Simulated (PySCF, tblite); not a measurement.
# C8H16: changes of charge, part 2 of 2

tblite 0.8.0 and PySCF 2.14.0. Atoms count from 0. The steps go on from the part before.

## 10. Single point (C₈H₁₆): wB97X-D3(BJ)/ma-def2-SVP

Geometry: PBE0-D3(BJ)/def2-SVP, that of another charge or spin state.

The job: settings as JSON, then the geometry in Å.

```
{"job": {"kind": "sp", "xc": "wB97X", "basis": "ma-def2-SVP", "d3": "d3bj", "grid": 2}, "charge": 0, "multiplicity": 1}
C     -1.358340    -1.166523    -0.668713
C     -0.944001     0.082835     0.059143
C     -2.109922     0.895919     0.547686
C      0.067357     1.010881    -0.808860
C      1.338382     0.365326    -1.228963
C      2.216868    -0.003869    -0.027067
C      1.362424    -0.880924     0.896684
C      0.090310    -0.212289     1.275903
H     -1.992359    -0.908831    -1.532358
H     -0.515893    -1.769907    -1.028576
H     -1.980164    -1.797595    -0.013481
H     -2.761133     1.180522    -0.294780
H     -1.795555     1.809009     1.072089
H     -2.738316     0.298514     1.228233
H      0.226617     1.947396    -0.256557
H     -0.622834     1.202302    -1.657747
H      1.910482     1.103098    -1.830807
H      1.162117    -0.502498    -1.881684
H      2.531042     0.908485     0.504070
H      3.125942    -0.530798    -0.346389
H      1.951852    -1.039265     1.824708
H      1.189338    -1.876341     0.461428
H     -0.583484    -0.867419     1.867909
H      0.248890     0.728101     1.821810
```

Output:

```text
coarse grid: 18608 points
cycle   1  E = -314.4005921540  dE =  1.174e+00  |g| = 2.530e-01  |ddm| = 6.958e+00
cycle   2  E = -314.4211038379  dE = -2.051e-02  |g| = 1.071e-01  |ddm| = 7.173e-01
cycle   3  E = -314.4236924758  dE = -2.589e-03  |g| = 4.853e-02  |ddm| = 3.084e-01
cycle   4  E = -314.4243171454  dE = -6.247e-04  |g| = 7.897e-03  |ddm| = 1.943e-01
cycle   5  E = -314.4243327188  dE = -1.557e-05  |g| = 1.853e-03  |ddm| = 3.847e-02
cycle   6  E = -314.4243337801  dE = -1.061e-06  |g| = 3.205e-04  |ddm| = 1.361e-02
final grid: 175616 points
cycle   7  E = -314.4628256107  dE = -3.617e-05  |g| = 2.982e-03  |ddm| = 1.449e-01
cycle   8  E = -314.4628272045  dE = -1.594e-06  |g| = 2.086e-03  |ddm| = 3.140e-02
cycle   9  E = -314.4628282955  dE = -1.091e-06  |g| = 2.721e-04  |ddm| = 4.490e-03
cycle  10  E = -314.4628283192  dE = -2.367e-08  |g| = 1.112e-04  |ddm| = 3.345e-03
cycle  11  E = -314.4628283225  dE = -3.266e-09  |g| = 1.890e-05  |ddm| = 5.706e-04
converged SCF energy = -314.4628283225
```

Wall time 20 s (1 thread of Arm Neoverse V1, shared host); peak memory 1.1 GiB.

## 11. Single point (C8H16+ (doublet)): wB97X-D3(BJ)/ma-def2-SVP

Geometry: PBE0-D3(BJ)/def2-SVP.

The job, as its differences from that of step 10:

```diff
@@ -1,2 +1,2 @@
-{"job": {"kind": "sp", "xc": "wB97X", "basis": "ma-def2-SVP", "d3": "d3bj", "grid": 2}, "charge": 0, "multiplicity": 1}
+{"job": {"kind": "sp", "xc": "wB97X", "basis": "ma-def2-SVP", "d3": "d3bj", "grid": 2}, "charge": 1, "multiplicity": 2}
 C     -1.358340    -1.166523    -0.668713
```

Output:

```text
final grid: 175616 points
cycle   1  E = -314.1049698373  dE = -1.398e-02  |g| = 2.276e-01  |ddm| = 1.048e+00
cycle   2  E = -314.1087024014  dE = -3.733e-03  |g| = 2.150e-01  |ddm| = 9.376e-01
cycle   3  E = -314.1314849865  dE = -2.278e-02  |g| = 9.284e-03  |ddm| = 4.467e-01
cycle   4  E = -314.1316164634  dE = -1.315e-04  |g| = 7.226e-03  |ddm| = 2.690e-02
cycle   5  E = -314.1316933481  dE = -7.688e-05  |g| = 2.881e-03  |ddm| = 2.321e-02
cycle   6  E = -314.1317261125  dE = -3.276e-05  |g| = 1.636e-03  |ddm| = 1.478e-02
cycle   7  E = -314.1317364435  dE = -1.033e-05  |g| = 5.969e-04  |ddm| = 1.058e-02
cycle   8  E = -314.1317379878  dE = -1.544e-06  |g| = 2.498e-04  |ddm| = 3.769e-03
cycle   9  E = -314.1317382443  dE = -2.564e-07  |g| = 8.142e-05  |ddm| = 1.588e-03
cycle  10  E = -314.1317382790  dE = -3.475e-08  |g| = 3.221e-05  |ddm| = 5.891e-04
cycle  11  E = -314.1317382828  dE = -3.717e-09  |g| = 1.903e-05  |ddm| = 1.501e-04
converged SCF energy = -314.1317382828
```

Wall time 52 s (1 thread of Arm Neoverse V1, shared host); peak memory 1.3 GiB.

## 12. Single point (C8H16): wB97X-D3(BJ)/ma-def2-SVP in acetonitrile

Geometry: PBE0-D3(BJ)/def2-SVP.

The job: settings as JSON, then the geometry in Å.

```
{"job": {"kind": "sp", "xc": "wB97X", "basis": "ma-def2-SVP", "d3": "d3bj", "grid": 2, "solvent": "acetonitrile"}, "charge": 0, "multiplicity": 1}
C     -1.337635    -1.150599    -0.637531
C     -0.848074     0.112890     0.075872
C     -2.064722     0.908449     0.545762
C     -0.012679     0.985635    -0.878748
C      1.331987     0.372613    -1.255838
C      2.148839     0.024682    -0.016192
C      1.362264    -0.875364     0.930445
C      0.017427    -0.255126     1.295127
H     -1.966199    -0.889618    -1.504004
H     -0.512291    -1.776919    -1.005806
H     -1.944438    -1.770291     0.042002
H     -2.704055     1.194504    -0.305023
H     -1.759455     1.832154     1.063014
H     -2.679293     0.318361     1.244686
H      0.168676     1.957926    -0.385136
H     -0.604088     1.206569    -1.784015
H      1.891593     1.069526    -1.900825
H      1.175156    -0.538328    -1.859514
H      2.414226     0.958397     0.512899
H      3.101297    -0.451199    -0.301121
H      1.943809    -1.069099     1.846498
H      1.207511    -1.860405     0.456587
H     -0.552240    -0.929116     1.957950
H      0.200317     0.666459     1.877454
```

Output:

```text
final grid: 175616 points
cycle   1  E = -314.4902368367  dE = -4.034e-05  |g| = 3.085e-03  |ddm| = 3.200e-01
cycle   2  E = -314.4902399948  dE = -3.158e-06  |g| = 1.560e-03  |ddm| = 8.803e-02
cycle   3  E = -314.4902406829  dE = -6.881e-07  |g| = 4.971e-04  |ddm| = 1.984e-02
cycle   4  E = -314.4902407922  dE = -1.092e-07  |g| = 1.129e-04  |ddm| = 1.580e-02
cycle   5  E = -314.4902407973  dE = -5.070e-09  |g| = 3.559e-05  |ddm| = 2.455e-03
converged SCF energy = -314.4902407973
```

Run time: 17 s. Hardware: 1 thread of Arm Neoverse V1, shared host; peak memory 1.4 GiB.

## 13. Single point (C8H16+ (doublet)): wB97X-D3(BJ)/ma-def2-SVP in acetonitrile

Geometry: PBE0-D3(BJ)/def2-SVP.

The job: settings as JSON, then the geometry in Å.

```
{"job": {"kind": "sp", "xc": "wB97X", "basis": "ma-def2-SVP", "d3": "d3bj", "grid": 2, "solvent": "acetonitrile"}, "charge": 1, "multiplicity": 2}
C     -1.358340    -1.166523    -0.668713
C     -0.944001     0.082835     0.059143
C     -2.109922     0.895919     0.547686
C      0.067357     1.010881    -0.808860
C      1.338382     0.365326    -1.228963
C      2.216868    -0.003869    -0.027067
C      1.362424    -0.880924     0.896684
C      0.090310    -0.212289     1.275903
H     -1.992359    -0.908831    -1.532358
H     -0.515893    -1.769907    -1.028576
H     -1.980164    -1.797595    -0.013481
H     -2.761133     1.180522    -0.294780
H     -1.795555     1.809009     1.072089
H     -2.738316     0.298514     1.228233
H      0.226617     1.947396    -0.256557
H     -0.622834     1.202302    -1.657747
H      1.910482     1.103098    -1.830807
H      1.162117    -0.502498    -1.881684
H      2.531042     0.908485     0.504070
H      3.125942    -0.530798    -0.346389
H      1.951852    -1.039265     1.824708
H      1.189338    -1.876341     0.461428
H     -0.583484    -0.867419     1.867909
H      0.248890     0.728101     1.821810
```

Output:

```text
final grid: 175616 points
cycle   1  E = -314.2128555699  dE = -7.150e-04  |g| = 1.263e-02  |ddm| = 3.551e-01
cycle   2  E = -314.2129220823  dE = -6.651e-05  |g| = 9.672e-03  |ddm| = 1.107e-01
cycle   3  E = -314.2129739192  dE = -5.184e-05  |g| = 1.774e-03  |ddm| = 2.137e-02
cycle   4  E = -314.2129802946  dE = -6.375e-06  |g| = 6.536e-04  |ddm| = 1.962e-02
cycle   5  E = -314.2129816585  dE = -1.364e-06  |g| = 4.409e-04  |ddm| = 4.095e-03
cycle   6  E = -314.2129823381  dE = -6.796e-07  |g| = 1.845e-04  |ddm| = 2.175e-03
cycle   7  E = -314.2129825263  dE = -1.882e-07  |g| = 6.946e-05  |ddm| = 1.451e-03
cycle   8  E = -314.2129825382  dE = -1.194e-08  |g| = 3.059e-05  |ddm| = 3.340e-04
cycle   9  E = -314.2129825419  dE = -3.665e-09  |g| = 1.352e-05  |ddm| = 2.230e-04
converged SCF energy = -314.2129825419
```

Run time: 38 s. Hardware: 1 thread of Arm Neoverse V1, shared host; peak memory 1.4 GiB.

## 14. Changes of charge: wB97X-D3(BJ)/ma-def2-SVP

This step combines the energies above: geometries from PBE0-D3(BJ)/def2-SVP, zero-point and thermal terms from GFN2-xTB.

The job: settings as JSON, then the geometry in Å.

```
{"job": {"kind": "rx", "dirs": [1], "geom": {"xc": "PBE0", "basis": "def2-SVP", "d3": "d3bj", "grid": 1}, "level": {"xc": "wB97X", "basis": "ma-def2-SVP", "d3": "d3bj", "solvents": ["acetonitrile"]}}, "charge": 0, "multiplicity": 1}
C     -1.337635    -1.150599    -0.637531
C     -0.848074     0.112890     0.075872
C     -2.064722     0.908449     0.545762
C     -0.012679     0.985635    -0.878748
C      1.331987     0.372613    -1.255838
C      2.148839     0.024682    -0.016192
C      1.362264    -0.875364     0.930445
C      0.017427    -0.255126     1.295127
H     -1.966199    -0.889618    -1.504004
H     -0.512291    -1.776919    -1.005806
H     -1.944438    -1.770291     0.042002
H     -2.704055     1.194504    -0.305023
H     -1.759455     1.832154     1.063014
H     -2.679293     0.318361     1.244686
H      0.168676     1.957926    -0.385136
H     -0.604088     1.206569    -1.784015
H      1.891593     1.069526    -1.900825
H      1.175156    -0.538328    -1.859514
H      2.414226     0.958397     0.512899
H      3.101297    -0.451199    -0.301121
H      1.943809    -1.069099     1.846498
H      1.207511    -1.860405     0.456587
H     -0.552240    -0.929116     1.957950
H      0.200317     0.666459     1.877454
```

Output (the driver's rows laid out field by field):

```text
ionisation and electron attachment, wB97X-D3(BJ)/ma-def2-SVP // PBE0-D3(BJ)/def2-SVP

row 1
  change                  oxidation
  charge                  1
  multiplicity            2
  vertical_ev             10.3795
  vertical_s2             0.754
  formula                 C8H16
  kept                    yes
  pieces                  1
  point_group             Cs
  adiabatic_electronic_ev 9.7258
  adiabatic_ev            9.5544
  free_energy_ev          9.5248
  s2                      0.754
  bonds_moved             1 3 1.54 1.624; 1 7 1.54 1.624; 3 4 1.525 1.486; 6 7 1.525 1.486
  spin_on                 1 C 0.274; 3 C 0.19; 7 C 0.19
  charge_moved            1 C 0.094; 15 H 0.089; 22 H 0.089
  vertical_back_ev        9.0094
  relaxation_parent_ev    0.7163
  relaxation_ion_ev       0.6537
  reorganisation_ev       1.37
  solution                solvent acetonitrile, absolute_potential_v 7.3436, solvation_parent_kj -2.86, solvation_ion_kj -213.31
```

It took 11 min on 1 thread of Arm Neoverse V1, shared host; peak memory 1.4 GiB.

Energy taken up on oxidation, or given off on reduction (eV; adiabatic with zero-point energy):

```csv
change,product,vertical,adiabatic,free energy,reorganisation,⟨S²⟩
oxidation (multiplicity 2),C8H16,10.38,9.55,9.52,1.37,0.75
```

On oxidation to multiplicity 2 charge changes most on C1 (+0.09 e), H15 (+0.09 e), H22 (+0.09 e); the spin sits on C1 (0.27), C3 (0.19), C7 (0.19); the bond C1–C3 goes from 1.540 to 1.624 Å; the absolute potential is 7.34 V in acetonitrile.

## 15. Summary of results

The summary covers parts 1 to 2.

| quantity | value |
| --- | --- |
| strongest single infrared mode (GFN2-xTB) | 2993 cm⁻¹, 117 km/mol |
| zero-point energy (GFN2-xTB) | 140.5 kcal/mol |
| point group | Cs |
| rotational constants (main isotopes) | 3.01, 1.70, 1.49 GHz |
| surface potential, 1st and 99th percentile | -0.08 V and 0.47 V |
| ionisation energy (wB97X-D3(BJ)/ma-def2-SVP) | vertical 10.38 eV, adiabatic 9.55 eV |

What this shows: All 66 modes are real, so the xTB geometry is a minimum. The strongest single mode, at 2993 cm⁻¹, moves mainly H17 and H21. Unscaled tight-binding wavenumbers are off by several per cent, some by more. Its intensities can rank the bands wrongly. The optimisation took 4 steps and gained 0.055 eV; among the close pairs (by a distance rule), C2–H13 changed most, from 1.088 to 1.102 Å (PBE0/def2-SVP). No frequency check was run at this level, so the end point may be a saddle. At wB97X-D3(BJ)/ma-def2-SVP, relaxation with the zero-point term after oxidation moves the energy taken up from 10.38 eV (vertical) to 9.55 eV (adiabatic, with zero-point energy).
